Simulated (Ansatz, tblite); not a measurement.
# In6Sb6 wurtzite hole sphere (In₆Sb₆H₁₈): removing and adding an electron, part 2 of 2

What does removing or adding an electron cost or gain for In6Sb6 wurtzite hole sphere (In₆Sb₆H₁₈)? Each charged state is run at several levels.

Ansatz 0.2.0, Gaussian basis; as each input shows.

### Step 7. Charge +1 doublet, PBE0-D4/def2-TZVP

File in.yaml:

```yaml
crystal:
  periodic: [false, false, false]
  atoms:
    - {symbol: Sb, position_ang: [0.002651, -2.449411, -2.151580]}
    - {symbol: In, position_ang: [-2.575801, -1.488713, -1.220379]}
    - {symbol: In, position_ang: [-0.004447, -3.167541, 2.439184]}
    - {symbol: Sb, position_ang: [-2.118937, -1.326344, 1.564480]}
    - {symbol: Sb, position_ang: [-2.181936, 1.241518, -2.167896]}
    - {symbol: In, position_ang: [-2.562205, 1.341737, 2.465660]}
    - {symbol: In, position_ang: [2.584825, -1.481113, -1.243701]}
    - {symbol: Sb, position_ang: [2.142390, -1.359795, 1.547205]}
    - {symbol: Sb, position_ang: [2.176476, 1.254296, -2.166457]}
    - {symbol: In, position_ang: [-0.009475, 2.997532, -1.458579]}
    - {symbol: In, position_ang: [2.534884, 1.304586, 2.460953]}
    - {symbol: Sb, position_ang: [0.001673, 2.575015, 1.363106]}
    - {symbol: H, position_ang: [0.008614, -4.147776, -1.927484]}
    - {symbol: H, position_ang: [-0.003315, -2.476468, -3.868849]}
    - {symbol: H, position_ang: [-3.924534, -2.222251, -2.019719]}
    - {symbol: H, position_ang: [-0.013917, -4.376336, 1.197557]}
    - {symbol: H, position_ang: [0.009300, -3.147691, 4.160535]}
    - {symbol: H, position_ang: [-3.575698, -2.057135, 2.116367]}
    - {symbol: H, position_ang: [-2.229952, 1.225971, -3.885020]}
    - {symbol: H, position_ang: [-3.614658, 2.152616, -1.936729]}
    - {symbol: H, position_ang: [-3.229874, 2.296640, 1.146839]}
    - {symbol: H, position_ang: [-2.586681, 1.551996, 4.175718]}
    - {symbol: H, position_ang: [3.935796, -2.201230, -2.051430]}
    - {symbol: H, position_ang: [3.600726, -2.081763, 2.103342]}
    - {symbol: H, position_ang: [2.248118, 1.243794, -3.882916]}
    - {symbol: H, position_ang: [3.602533, 2.169851, -1.910522]}
    - {symbol: H, position_ang: [-0.008138, 4.578517, -2.155139]}
    - {symbol: H, position_ang: [2.623282, 1.545545, 4.163997]}
    - {symbol: H, position_ang: [3.131292, 2.292127, 1.122754]}
    - {symbol: H, position_ang: [0.027609, 4.189927, 1.963801]}
basis:
  gaussian: {orbitals: def2-TZVP, fitting: {mean_field: def2-universal-jkfit}, initial_orbitals: start.molden}
total_charge: 1
magnetization: {spin_polarized: true, initial_magnetization: 1}
hamiltonian: {xc: pbe0, dispersion: d4}
scf: {omitted_lower_state_checks: [starts]}
output: {orbitals: {seedname: orbitals}}
```

Run with:

```
> ansatz run in.yaml --threads 2 --pin off --events-out ev --progress --plain --max-ram 32768MiB --backend cuda --devices 0, --max-vram 18GiB
```

What it wrote, cut to the lines that bear on the results:

```text
Functional definition: PBE0
  name "PBE0"
  cite "Adamo & Barone, J. Chem. Phys. 110, 6158 (1999) doi:10.1063/1.478522"
  cite "Perdew, Burke & Ernzerhof, Phys. Rev. Lett. 77, 3865 (1996) doi:10.1103/PhysRevLett.77.3865"
  parent pbe
[...]
2940 factors; integrals over basis functions are off by at most 6.9e-1 eV
[...]
mean field -70561.58176205 eV, -2593.0903013973 hartree, gradient 1.7e-5 eV, S^2 0.756730; 0 other end points of the search recorded, 0 dependent functions left out
reference -70561.58186240 eV, -2593.0903050853 hartree; 141, 140 occupied and 567, 568 virtual orbitals, 2940 factors
Total energy: -70563.36948831 eV, -2593.1559991258 hartree
Checks for a lower state left out: starts
```

Wall time 24 s (1 × H100 (card shared with other runs) with 2 threads of AMD EPYC 7R13, shared host); peak host memory 1.2 GiB.

HOMO -9.63 eV, LUMO -7.51 eV (over both spins); ⟨S²⟩ 0.757 (pure: 0.75).

### Step 8. Charge +1 doublet, PBE-D4/def2-TZVP

in.yaml: that of step 7 with these lines changed.

```diff
@@ -37,3 +37,3 @@
 magnetization: {spin_polarized: true, initial_magnetization: 1}
-hamiltonian: {xc: pbe0, dispersion: d4}
+hamiltonian: {xc: pbe, dispersion: d4}
 scf: {omitted_lower_state_checks: [starts]}
```

The command is unchanged.

What it wrote:

```text
Functional definition: PBE
  name "PBE"
  cite "Perdew, Burke & Ernzerhof, Phys. Rev. Lett. 77, 3865 (1996) doi:10.1103/PhysRevLett.77.3865"
  parent pbe
  parameter kappa = 0.804
  parameter beta = 0.06672455060314922
  exchange = pbe_x(kappa = kappa, mu = beta*pi^2/3)
  correlation = pbe_c(beta = beta)
these checks for a lower state are left out or cut short: starts
2940 factors; integrals over basis functions are off by at most 6.9e-1 eV
mean field evaluation 1: about -70558.6385 eV, gradient 1.0e1 eV
mean field evaluation 2: about -70559.1530 eV, gradient 5.6e-1 eV
mean field evaluation 4: about -70559.1612 eV, gradient 4.8e-2 eV
mean field evaluation 8: about -70559.1613 eV, gradient 1.9e-5 eV
mean field -70559.16126439 eV, -2593.0013497490 hartree, gradient 1.9e-5 eV, S^2 0.753495; 0 other end points of the search recorded, 0 dependent functions left out
reference -70559.16140231 eV, -2593.0013548174 hartree; 141, 140 occupied and 567, 568 virtual orbitals, 2940 factors
Total energy: -70561.10133809 eV, -2593.0726461425 hartree
Checks for a lower state left out: starts
```

Wall time 20 s (1 × H100 (card shared with other runs) with 2 threads of AMD EPYC 7R13, shared host); peak host memory 1.2 GiB.

HOMO -8.68 eV, LUMO -8.11 eV (over both spins); ⟨S²⟩ 0.753 (pure: 0.75).

### Step 9. Adiabatic ionisation energy

Charged state less starting state, singlet to doublet; the starting state's energies are those of its earlier runs.

```tsv
level	adiabatic ionisation energy (eV)	time
PBE-D4/def2-TZVP	+7.20	38 s
PBE0-D4/def2-TZVP	+7.33	42 s
```

Times add the two runs; a level without a time comes out of a correlated run.

### Step 10. Charge -1 doublet at the fixed geometry, PBE0-D4/def2-TZVP

File in.yaml:

```yaml
crystal:
  periodic: [false, false, false]
  atoms:
    - {symbol: Sb, position_ang: [-0.004600, -2.430715, -2.076873]}
    - {symbol: In, position_ang: [-2.588771, -1.493293, -1.112727]}
    - {symbol: In, position_ang: [0.003284, -3.077764, 2.295201]}
    - {symbol: Sb, position_ang: [-2.159137, -1.248842, 1.655762]}
    - {symbol: Sb, position_ang: [-2.105008, 1.213651, -2.074150]}
    - {symbol: In, position_ang: [-2.663801, 1.539085, 2.288576]}
    - {symbol: In, position_ang: [2.582761, -1.493222, -1.122214]}
    - {symbol: Sb, position_ang: [2.163364, -1.249107, 1.648005]}
    - {symbol: Sb, position_ang: [2.099075, 1.214528, -2.080434]}
    - {symbol: In, position_ang: [-0.001956, 2.987102, -1.115453]}
    - {symbol: In, position_ang: [2.669753, 1.537401, 2.285691]}
    - {symbol: Sb, position_ang: [0.002858, 2.495458, 1.653448]}
    - {symbol: H, position_ang: [-0.004520, -4.146328, -2.120799]}
    - {symbol: H, position_ang: [-0.008069, -2.225633, -3.789364]}
    - {symbol: H, position_ang: [-3.901666, -2.248578, -1.969246]}
    - {symbol: H, position_ang: [0.000592, -4.221872, 0.970559]}
    - {symbol: H, position_ang: [0.005759, -3.395848, 4.002109]}
    - {symbol: H, position_ang: [-3.581540, -2.069431, 2.180118]}
    - {symbol: H, position_ang: [-1.912078, 1.101491, -3.784332]}
    - {symbol: H, position_ang: [-3.590188, 2.070649, -2.138219]}
    - {symbol: H, position_ang: [-3.645781, 2.105950, 0.954356]}
    - {symbol: H, position_ang: [-2.951760, 1.706992, 3.992590]}
    - {symbol: H, position_ang: [3.892344, -2.249657, -1.982729]}
    - {symbol: H, position_ang: [3.587389, -2.070427, 2.166656]}
    - {symbol: H, position_ang: [1.909822, 1.108043, -3.791424]}
    - {symbol: H, position_ang: [3.584953, 2.071183, -2.137353]}
    - {symbol: H, position_ang: [-0.003793, 4.500569, -1.974129]}
    - {symbol: H, position_ang: [2.955217, 1.700879, 3.990720]}
    - {symbol: H, position_ang: [3.652641, 2.107928, 0.954080]}
    - {symbol: H, position_ang: [0.003457, 4.137906, 2.176674]}
basis:
  gaussian: {orbitals: def2-TZVP, fitting: {mean_field: def2-universal-jkfit}}
total_charge: -1
magnetization: {spin_polarized: true, initial_magnetization: 1}
hamiltonian: {xc: pbe0, dispersion: d4}
scf: {omitted_lower_state_checks: [starts]}
output: {orbitals: {seedname: orbitals}}
```

The command is unchanged.

What it wrote, cut to the lines that bear on the results:

```text
Functional definition: PBE0
  name "PBE0"
  cite "Adamo & Barone, J. Chem. Phys. 110, 6158 (1999) doi:10.1063/1.478522"
  cite "Perdew, Burke & Ernzerhof, Phys. Rev. Lett. 77, 3865 (1996) doi:10.1103/PhysRevLett.77.3865"
  parent pbe
[...]
2940 factors; integrals over basis functions are off by at most 6.9e-1 eV
[...]
mean field -70569.81684798 eV, -2593.3929352232 hartree, gradient 8.6e-6 eV, S^2 0.756890; 0 other end points of the search recorded, 0 dependent functions left out
reference -70569.81695497 eV, -2593.3929391553 hartree; 142, 141 occupied and 566, 567 virtual orbitals, 2940 factors
Total energy: -70571.75692632 eV, -2593.4642317874 hartree
Checks for a lower state left out: starts
```

Wall time 27 s (1 × H100 (card shared with other runs) with 2 threads of AMD EPYC 7R13, shared host); peak host memory 1.4 GiB.

HOMO -0.01 eV, LUMO 0.98 eV (over both spins); ⟨S²⟩ 0.757 (pure: 0.75).

### Step 11. Charge -1 doublet at the fixed geometry, PBE-D4/def2-TZVP

in.yaml: that of step 10 with these lines changed.

```diff
@@ -34,6 +34,6 @@
 basis:
-  gaussian: {orbitals: def2-TZVP, fitting: {mean_field: def2-universal-jkfit}}
+  gaussian: {orbitals: def2-TZVP, fitting: {mean_field: def2-universal-jkfit}, initial_orbitals: start.molden}
 total_charge: -1
 magnetization: {spin_polarized: true, initial_magnetization: 1}
-hamiltonian: {xc: pbe0, dispersion: d4}
+hamiltonian: {xc: pbe, dispersion: d4}
 scf: {omitted_lower_state_checks: [starts]}
```

Launched as before.

What it wrote:

```text
Functional definition: PBE
  name "PBE"
  cite "Perdew, Burke & Ernzerhof, Phys. Rev. Lett. 77, 3865 (1996) doi:10.1103/PhysRevLett.77.3865"
  parent pbe
  parameter kappa = 0.804
  parameter beta = 0.06672455060314922
  exchange = pbe_x(kappa = kappa, mu = beta*pi^2/3)
  correlation = pbe_c(beta = beta)
these checks for a lower state are left out or cut short: starts
2940 factors; integrals over basis functions are off by at most 6.9e-1 eV
mean field evaluation 1: about -70567.0014 eV, gradient 1.0e1 eV
mean field evaluation 2: about -70567.4969 eV, gradient 5.0e-1 eV
mean field evaluation 4: about -70567.5111 eV, gradient 9.1e-2 eV
mean field evaluation 8: about -70567.5115 eV, gradient 9.9e-5 eV
mean field -70567.51154231 eV, -2593.3082168025 hartree, gradient 7.5e-6 eV, S^2 0.752143; 0 other end points of the search recorded, 0 dependent functions left out
reference -70567.51168308 eV, -2593.3082219759 hartree; 142, 141 occupied and 566, 567 virtual orbitals, 2940 factors
Total energy: -70569.62155012 eV, -2593.3857581593 hartree
Checks for a lower state left out: starts
```

Run time: 26 s. Hardware: 1 × H100 (card shared with other runs) with 2 threads of AMD EPYC 7R13, shared host; peak host memory 1.4 GiB.

From the report: HOMO 0.20 eV, LUMO 0.35 eV (over both spins); ⟨S²⟩ 0.752 (pure: 0.75). Doubts: highest occupied level lies above zero.

### Step 12. Charge -1 doublet at the fixed geometry, r2SCANh-D4/def2-TZVP

in.yaml: that of step 11 with these lines changed.

```diff
@@ -37,3 +37,3 @@
 magnetization: {spin_polarized: true, initial_magnetization: 1}
-hamiltonian: {xc: pbe, dispersion: d4}
+hamiltonian: {xc: {name: r2SCANh}, dispersion: d4}
 scf: {omitted_lower_state_checks: [starts]}
```

The command is unchanged.

What it wrote, cut to the lines that bear on the results:

```text
Functional definition: r2SCANh
  name "r2SCANh"
  cite "Bursch, Neugebauer, Ehlert & Grimme, J. Chem. Phys. 156, 134105 (2022) doi:10.1063/5.0086040"
  cite "Furness, Kaplan, Ning, Perdew & Sun, J. Phys. Chem. Lett. 11, 8208 (2020) doi:10.1021/acs.jpclett.0c02405"
  cite "Furness, Kaplan, Ning, Perdew & Sun, J. Phys. Chem. Lett. 11, 9248 (2020) doi:10.1021/acs.jpclett.0c03077"
  parent r2scan
[...]
2940 factors; integrals over basis functions are off by at most 6.9e-1 eV
[...]
mean field -70591.97593674 eV, -2594.2072667153 hartree, gradient 3.2e-6 eV, S^2 0.759439; 0 other end points of the search recorded, 0 dependent functions left out
reference -70591.97599704 eV, -2594.2072689313 hartree; 142, 141 occupied and 566, 567 virtual orbitals, 2940 factors
Total energy: -70592.61764251 eV, -2594.2308489674 hartree
Checks for a lower state left out: starts
```

Wall time 29 s (1 × H100 (card shared with other runs) with 2 threads of AMD EPYC 7R13, shared host); peak host memory 1.6 GiB.

HOMO 0.14 eV, LUMO 0.66 eV (over both spins); ⟨S²⟩ 0.759 (pure: 0.75). Doubts: highest occupied level lies above zero.

### Step 13. Vertical electron affinity

Starting state less charged state (positive: the electron is bound), singlet to doublet; the starting state's energies are those of its earlier runs.

```tsv
level	vertical electron affinity (eV)	time
PBE-D4/def2-TZVP	+1.32	44 s
r2SCANh-D4/def2-TZVP	+1.10	50 s
PBE0-D4/def2-TZVP	+1.06	45 s
```

Times add the two runs; a level without a time comes out of a correlated run.

Beside −ε(LUMO) of the starting state:

```tsv
level	−ε(LUMO) (eV)	by difference (eV)	mismatch (eV)
PBE-D4/def2-TZVP	2.72	1.32	+1.40
r2SCANh-D4/def2-TZVP	2.30	1.10	+1.20
PBE0-D4/def2-TZVP	1.99	1.06	+0.93
```

### Step 14. Results

What follows sums up all 2 parts.

| quantity | value |
| --- | --- |
| vertical ionisation energy, functionals in def2-TZVP | 7.45 (PBE-D4) to 7.80 eV (PBE0-D4) |
| adiabatic ionisation energy, functionals in def2-TZVP | 7.20 (PBE-D4) to 7.33 eV (PBE0-D4) |
| vertical electron affinity, functionals in def2-TZVP | 1.06 (PBE0-D4) to 1.32 eV (PBE-D4) |
| relaxation of the cation side, PBE-D4/def2-TZVP | 0.25 eV |

The vertical ionisation energy spans 7.45 to 7.80 eV over the functionals. −ε(HOMO) misses the level's own difference by -1.10 eV at best (PBE0-D4) and -1.57 eV at worst (PBE-D4). The adiabatic ionisation energy spans 7.20 to 7.33 eV over the functionals. The vertical electron affinity spans 1.06 to 1.32 eV over the functionals. −ε(LUMO) misses the level's own difference by +0.93 eV at best (PBE0-D4) and +1.40 eV at worst (PBE-D4). Relaxing the oxidised state gains 0.25 eV at PBE-D4/def2-TZVP.
